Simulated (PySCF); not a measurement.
# H9LaN3 (La(NH3)33+): the cost of one run

Program: PySCF 2.14.0. Level of theory: PBE0, La lcecp-1-SVP with ECP46, N def2-SVP, H def2-SVP; scalar-relativistic core potentials, no spin–orbit coupling. These are calculated values, not measurements.

3 further runs of the same task are left out: 2 for a known fault of the program, 1 that didn't finish.

## Step 1: Starting geometry

13 atoms, charge 3, spin multiplicity 1.

Bond lengths: La1–N2 2.564 Å, La1–N6 2.564 Å, La1–N10 2.564 Å, N2–H3 1.036 Å, N2–H4 1.036 Å, N2–H5 1.035 Å, N6–H7 1.036 Å, N6–H8 1.036 Å, N6–H9 1.035 Å, N10–H11 1.036 Å, N10–H12 1.036 Å, N10–H13 1.035 Å. Angles: N2–La1–N6 120.0°, N2–La1–N10 120.0°, N6–La1–N10 120.0°, La1–N2–H3 115.7°, La1–N2–H4 115.5°, La1–N2–H5 115.8°, H3–N2–H4 102.5°, H3–N2–H5 102.8°, H4–N2–H5 102.6°, La1–N6–H7 115.7°, La1–N6–H8 115.5°, La1–N6–H9 115.8°, H7–N6–H8 102.5°, H7–N6–H9 102.7°, H8–N6–H9 102.6°, La1–N10–H11 115.7°, La1–N10–H12 115.5°, La1–N10–H13 115.8° and more.

As a file:

```xyz
13
charge 3, multiplicity 1
La    0.0000    0.0000   -0.0132
N     2.5638    0.0008    0.0137
H     3.0066   -0.6506    0.6862
H     3.0188   -0.2560   -0.8811
H     3.0111    0.9058    0.2438
N    -1.2826    2.2199    0.0137
H    -0.9398    2.9291    0.6862
H    -1.2877    2.7424   -0.8811
H    -2.2900    2.1548    0.2438
N    -1.2812   -2.2207    0.0137
H    -2.0668   -2.2785    0.6862
H    -1.7311   -2.4864   -0.8811
H    -0.7211   -3.0606    0.2438
```

Formal oxidation states: La +3. The 4f shell is empty and lies in the core potential. An earlier session relaxed this geometry at PBE0, La lcecp-1-SVP with ECP46, N def2-SVP, H def2-SVP (singlet, point group C3).

Its energy there is -199.942468 Eh.

## Step 2: Multiplicity 3 at the relaxed geometry

File run.py (the lines that set the calculation):

```python
mol = gto.M(atom='''
La     0.00000     0.00000    -0.01315
N      2.56377     0.00080     0.01365
H      3.00660    -0.65063     0.68618
H      3.01881    -0.25600    -0.88107
H      3.01108     0.90581     0.24380
N     -1.28257     2.21989     0.01365
H     -0.93984     2.92911     0.68618
H     -1.28770     2.74236    -0.88107
H     -2.28999     2.15477     0.24380
N     -1.28120    -2.22069     0.01365
H     -2.06676    -2.27848     0.68618
H     -1.73110    -2.48637    -0.88107
H     -0.72109    -3.06057     0.24380''',
    basis={'La': 'lcecp-1-SVP', 'N': 'def2-SVP', 'H': 'def2-SVP'},
    ecp={'La': 'lcecp-1-SVP'},
    charge=3, spin=2)
mf = dft.UKS(mol, xc='PBE0')
mf.grids.atom_grid = (50, 194)  # f atoms: unpruned, at least (60, 302)
mf = mf.density_fit()  # fitting sets: La AutoAux, N def2-universal-JKFIT, H def2-universal-JKFIT
mf.conv_tol = 1e-08; mf.max_cycle = 55
mf.kernel(dm0)  # dm0: free metal ions and neutral atoms
```

Run with:

```sh
> OMP_NUM_THREADS=2 python run.py
```

**Question.** How long does this run take on 2 threads of Intel Xeon Platinum 8488C (Sapphire Rapids), shared host?

About 22 s.
